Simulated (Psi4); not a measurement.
# GaH3F− (SMILES [F][GaH3-]) at MP2/cc-pVTZ-DK (sfX2C, density fitting, density fitting for correlation, sweep point 2)

What is the energy change on altering one bond length of GaH3F− at MP2/cc-pVTZ-DK (sfX2C, density fitting, density fitting for correlation, sweep point 2)? 

Program for the calculation: Psi4 1.11.

### 1 The molecule

GaH3F− has 5 atoms, charge -1, and is taken as a singlet. As SMILES, `[F][GaH3-]`. The shape comes from GFN2-xTB, which is rough for such elements, and wasn't checked as a minimum.

Bond lengths: F1–Ga2 1.781 Å, Ga2–H3 1.554 Å, Ga2–H4 1.555 Å, Ga2–H5 1.553 Å. Angles: F1–Ga2–H3 106.4°, F1–Ga2–H4 106.1°, F1–Ga2–H5 106.7°, H3–Ga2–H4 112.4°, H3–Ga2–H5 112.1°, H4–Ga2–H5 112.7°.

### 2 A single-point energy at MP2/cc-pVTZ-DK (sfX2C, density fitting, density fitting for correlation, sweep point 2)

fgah3.inp reads:

```
memory 1.6 GB

molecule {
  -1 1
  F     -0.500550    -0.495900     1.533090
  Ga     0.029420     0.026920    -0.084310
  H     -0.873870     1.229730    -0.473840
  H     -0.177300    -1.196140    -1.021500
  H      1.522310     0.435400     0.046550
  symmetry c1
}

set basis cc-pVTZ-DK
set reference rhf
set puream true
set scf_type df
set num_frozen_docc 10
set relativistic x2c

energy_value = energy('mp2')
```

On the command line:

```bash
$ psi4 fgah3.inp fgah3.out -n 1
```

fgah3.out:

```text
[...]
  Running in c1 symmetry.
[...]
  Nuclear repulsion =  120.551075865847068
[...]
  Multiplicity = 1
[...]
  Nalpha       = 22
  Nbeta        = 22
[...]
    Number of basis functions: 115
[...]
    WARNING: The X2C and Dirac Hamiltonians have substatially different eigenvalues!
             This is probably caused by the recontraction of the basis set.
[...]
   @DF-RHF iter   1: -2042.10782026577090   -2.99440e+00   1.85345e-02 DIIS/ADIIS
[...]
   @DF-RHF iter  11: -2043.55934548304413   -1.04592e-11   4.04338e-09 DIIS
[...]
    Orbital Energies [Eh]
    ---------------------
    Doubly Occupied:
       1A   -383.429245     2A    -49.022057     3A    -42.481231
       4A    -42.481219     5A    -42.481105     6A    -26.013161
       7A     -6.324772     8A     -4.275092     9A     -4.274644
      10A     -4.274621    11A     -1.277498    12A     -0.921718
      13A     -0.921673    14A     -0.919272    15A     -0.915439
      16A     -0.915381    17A     -0.438896    18A     -0.363985
      19A     -0.363924    20A     -0.316256    21A     -0.196662
      22A     -0.196021
[...]
  @DF-RHF Final Energy: -2043.55934548304413
   => Energetics <=
    Nuclear Repulsion Energy =            120.5510758658470678
    One-Electron Energy =               -3102.6130953170791145
    Two-Electron Energy =                 938.5026739681879917
    Total Energy =                      -2043.5593454830441260
[...]
 Multipole Moments:
 ------------------------------------------------------------------------------------
     Multipole            Electronic (a.u.)      Nuclear  (a.u.)        Total (a.u.)
 ------------------------------------------------------------------------------------
 L = 1.  Multiply by 2.5417464519 to convert [e a0] to [Debye]
 Dipole X            :         -0.3096222            0.3612003            0.0515780
 Dipole Y            :         -0.3236250            0.3667300            0.0431050
 Dipole Z            :          0.9973905           -1.1294028           -0.1320123
 Magnitude           :                                                    0.1481404
[...]
```

It took 13 s on 1 thread of Intel Xeon Platinum 8259CL at 2.50GHz (Skylake/Cascade Lake), shared host; peak memory 0.64 GiB.

### 3 The distorted shape at the same level

input.inp reads:

```
memory 1.6 GB

molecule {
  -1 1
  F      0.222075    -1.458139     1.844711
  Ga     0.752045    -0.935319     0.227311
  H     -0.873870     1.229730    -0.473840
  H      0.545325    -2.158379    -0.709879
  H      2.244935    -0.526839     0.358171
  symmetry c1
}

set globals {
  basis           cc-pVTZ-DK
  reference       rhf
  puream          true
  scf_type        df
  num_frozen_docc 10
  relativistic    x2c
}

e, wfn = energy('mp2', return_wfn=True)
print_variables()
```

On the command line:

```bash
$ psi4 -n 1 input.inp input.out
```

input.out:

```text
[...]
  Running in c1 symmetry.
[...]
  Nuclear repulsion =  115.236723655344733
[...]
  Multiplicity = 1
[...]
  Nalpha       = 22
  Nbeta        = 22
[...]
    Number of basis functions: 115
[...]
    WARNING: The X2C and Dirac Hamiltonians have substatially different eigenvalues!
             This is probably caused by the recontraction of the basis set.
[...]
   @DF-RHF iter   1: -2041.64941804806654   -2.89171e+00   1.86247e-02 DIIS/ADIIS
[...]
   @DF-RHF iter  12: -2043.48823430519428   -1.15961e-11   5.50328e-09 DIIS
[...]
    Orbital Energies [Eh]
    ---------------------
    Doubly Occupied:
       1A   -383.512214     2A    -49.102292     3A    -42.562815
       4A    -42.561038     5A    -42.560930     6A    -26.063759
       7A     -6.405102     8A     -4.356679     9A     -4.354339
      10A     -4.353693    11A     -1.325036    12A     -1.001512
      13A     -1.000637    14A     -0.998456    15A     -0.995699
      16A     -0.994133    17A     -0.475324    18A     -0.410951
      19A     -0.405103    20A     -0.347258    21A     -0.247117
      22A     -0.117963
[...]
  @DF-RHF Final Energy: -2043.48823430519428
   => Energetics <=
    Nuclear Repulsion Energy =            115.2367236553447327
    One-Electron Energy =               -3089.1458205691860712
    Two-Electron Energy =                 930.4208626086473259
    Total Energy =                      -2043.4882343051940552
[...]
 Multipole Moments:
 ------------------------------------------------------------------------------------
     Multipole            Electronic (a.u.)      Nuclear  (a.u.)        Total (a.u.)
 ------------------------------------------------------------------------------------
 L = 1.  Multiply by 2.5417464519 to convert [e a0] to [Debye]
 Dipole X            :          1.7543439           -0.3536719            1.4006720
 Dipole Y            :         -3.0325357            1.3186454           -1.7138903
 Dipole Z            :          1.8285837           -1.4376805            0.3909032
 Magnitude           :                                                    2.2476894
[...]
```

Wall time 13 s (1 thread of Intel Xeon Platinum 8259CL at 2.50GHz (Skylake/Cascade Lake), shared host); peak memory 0.64 GiB.

### 4 What came out

At MP2/cc-pVTZ-DK (sfX2C, density fitting, density fitting for correlation, sweep point 2), 10 core orbitals frozen:

| quantity | value |
| --- | --- |
| first shape: total energy | -2044.02567 Eh |
| first shape: HOMO energy (Hartree–Fock orbitals) | -5.33 eV |
| first shape: LUMO energy (Hartree–Fock orbitals) | 8.09 eV |
| first shape: HOMO–LUMO gap (to an unbound level, set by the basis) | 13.42 eV |
| first shape: correlation energy (10 core orbitals frozen) | -466.3 mEh |
| distorted shape: total energy | -2043.94442 Eh |
| distorted shape: HOMO energy (Hartree–Fock orbitals) | -3.21 eV |
| distorted shape: LUMO energy (Hartree–Fock orbitals) | 6.66 eV |
| distorted shape: HOMO–LUMO gap (to an unbound level, set by the basis) | 9.87 eV |
| distorted shape: correlation energy (10 core orbitals frozen) | -456.2 mEh |
| energy change with the Ga2–H3 bond stretched from 1.554 to 2.797 Å | 2.211 eV |

In words: With the Ga2–H3 bond stretched from 1.554 to 2.797 Å the energy rises by 2.21 eV (213 kJ/mol). The first shape isn't relaxed at this level, so the change isn't measured from a minimum.
